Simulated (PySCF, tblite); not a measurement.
# C3H12Si4: geometry, infrared bands and NMR shifts

What infrared bands and NMR shifts should C3H12Si4 (`C1CC12[SiH2][SiH2][SiH2][SiH2]2`) show?

Computed with tblite 0.8.0 and PySCF 2.14.0, with density-fitted response routines of our own, on a single molecule in the gas phase. Atoms are numbered from 0 throughout.

## 1. Starting geometry

19 atoms, charge 0, multiplicity 1; geometry from: force field or distance geometry start.

Bonds of the start (Å): C0–C1 1.50, C1–C2 1.51, C2–Si3 1.87, Si3–Si4 2.33, Si4–Si5 2.33, Si5–Si6 2.32, C2–C0 1.51, Si6–C2 1.89, C0–H7 1.08, C0–H8 1.09, C1–H9 1.10, C1–H10 1.08, Si3–H11 1.48, Si3–H12 1.51, Si4–H13 1.48, Si4–H14 1.49, Si5–H15 1.50, Si5–H16 1.49, Si6–H17 1.48, Si6–H18 1.49.

## 2. Relaxing the molecule with GFN2-xTB

The job: settings as JSON, then the geometry in Å.

```
{"job": {"kind": "relax", "xc": "GFN2-xTB", "basis": "xTB"}, "charge": 0, "multiplicity": 1}
C     -2.434400     0.001800    -0.126900
C     -1.767300     0.570300     1.086000
C     -0.930000     0.004100    -0.033400
Si    -0.027400    -1.618400     0.193200
Si     2.219800    -1.104300     0.516200
Si     2.270600     0.996600    -0.488700
Si     0.047400     1.189500    -1.134500
H     -2.987300    -0.920300    -0.004800
H     -2.946000     0.703200    -0.780900
H     -1.872700     0.006700     2.026800
H     -1.828900     1.638100     1.247400
H     -0.180300    -2.457900    -1.019900
H     -0.573500    -2.371300     1.377300
H      2.568600    -1.000100     1.953000
H      3.119200    -2.063500    -0.174200
H      2.640900     2.037600     0.529500
H      3.204800     1.045500    -1.648500
H     -0.093600     0.765200    -2.549900
H     -0.439700     2.586300    -0.975000
```

Launch:

```bash
$ OMP_NUM_THREADS=1 python probes_run.py task.json out
```

This one command runs all jobs of the session in turn.

**Question.** This job is followed by: GFN2-xTB harmonic vibrations, gas phase; GIAO PBE0/pcSseg-1 NMR shielding, non-relativistic, gas phase. Predict these results of the whole session: strongest single infrared mode (GFN2-xTB); zero-point energy (GFN2-xTB); 13C shifts against TMS (PBE0/pcSseg-1, means over atoms taken as alike); 1H shifts against TMS (PBE0/pcSseg-1, means over atoms taken as alike); 29Si shifts against TMS (PBE0/pcSseg-1, means over atoms taken as alike).

**Answer**, as computed:

| quantity | value |
| --- | --- |
| strongest single infrared mode (GFN2-xTB) | 2193 cm⁻¹, 1451 km/mol |
| zero-point energy (GFN2-xTB) | 79.0 kcal/mol |
| 13C shifts against TMS (PBE0/pcSseg-1, means over atoms taken as alike) | 15.0, -8.7 ppm |
| 1H shifts against TMS (PBE0/pcSseg-1, means over atoms taken as alike) | 3.88, 3.54, 0.82 ppm |
| 29Si shifts against TMS (PBE0/pcSseg-1, means over atoms taken as alike) | -46.2, -124.0 ppm |

What this shows: Over 37 steps the energy fell by 0.220 eV; of the close pairs, Si3–H12 changed most, 1.506 to 1.470 Å. All 51 modes are real, so the xTB geometry is a minimum. The strongest single mode, at 2193 cm⁻¹, is spread over many atoms; the largest shares are those of H11, H17. Unscaled tight-binding wavenumbers are off by several per cent, some by more. Its intensities can rank the bands wrongly. At PBE0/pcSseg-1: Shielding is most anisotropic at Si3, Si6 (span 139 ppm, paramagnetic term -486 ppm).
